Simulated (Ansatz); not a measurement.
# CH3F3Sn (Sn(CF3)H3): the cost of one run

Computed with Ansatz 0.2.0. Level: RKS BHLYP-D4/def2-SVPD.

### 1 Where the work starts

8 atoms, charge 0, spin multiplicity 1.

Atoms are counted from 1 here; the program's logs count them from 0.

Bond lengths: Sn1–C2 2.235 Å, Sn1–H6 1.718 Å, Sn1–H7 1.718 Å, Sn1–H8 1.718 Å, C2–F3 1.364 Å, C2–F4 1.364 Å, C2–F5 1.364 Å. Angles: C2–Sn1–H6 106.7°, C2–Sn1–H7 106.7°, C2–Sn1–H8 106.7°, H6–Sn1–H7 112.1°, H6–Sn1–H8 112.1°, H7–Sn1–H8 112.1°, Sn1–C2–F3 112.0°, Sn1–C2–F4 112.0°, Sn1–C2–F5 112.0°, F3–C2–F4 106.8°, F3–C2–F5 106.8°, F4–C2–F5 106.8°.

As a file:

```xyz
8

Sn   -0.0025    0.0035   -1.1240
C     0.0024   -0.0035    1.1106
F    -1.2549    0.1213    1.6257
F     0.7424    1.0216    1.6237
F     0.5235   -1.1582    1.6174
H     1.6416   -0.0290   -1.6217
H    -0.7967    1.4470   -1.6114
H    -0.8558   -1.4027   -1.6203
```

### 2 Relaxation

File input.yaml:

```yaml
crystal:
  periodic: [false, false, false]
  atoms:
    - { symbol: Sn, position_ang: [-0.002496, 0.003532, -1.123961] }
    - { symbol: C, position_ang: [0.002403, -0.003511, 1.11063] }
    - { symbol: F, position_ang: [-1.254924, 0.121268, 1.625663] }
    - { symbol: F, position_ang: [0.742364, 1.021648, 1.62367] }
    - { symbol: F, position_ang: [0.523476, -1.158226, 1.617392] }
    - { symbol: H, position_ang: [1.641614, -0.02903, -1.621689] }
    - { symbol: H, position_ang: [-0.796653, 1.446994, -1.611427] }
    - { symbol: H, position_ang: [-0.855784, -1.402686, -1.620278] }
basis:
  gaussian: { orbitals: def2-SVPD }
hamiltonian:
  xc: { name: BHLYP }
  dispersion: d4
output:
  forces: true
relax:
  f_tol: 0.003
  max_steps: 120
```

Command:

```sh
> ansatz run input.yaml --threads 1 --pin off --max-ram 2560MiB --backend cpu --events-out ev --progress --plain --runs-dir out
```

**Question.** How long does this run take on 1 thread of Arm Neoverse V1, shared host, and how much memory does it need?

About 1.7 min, with a peak of 0.41 GiB.
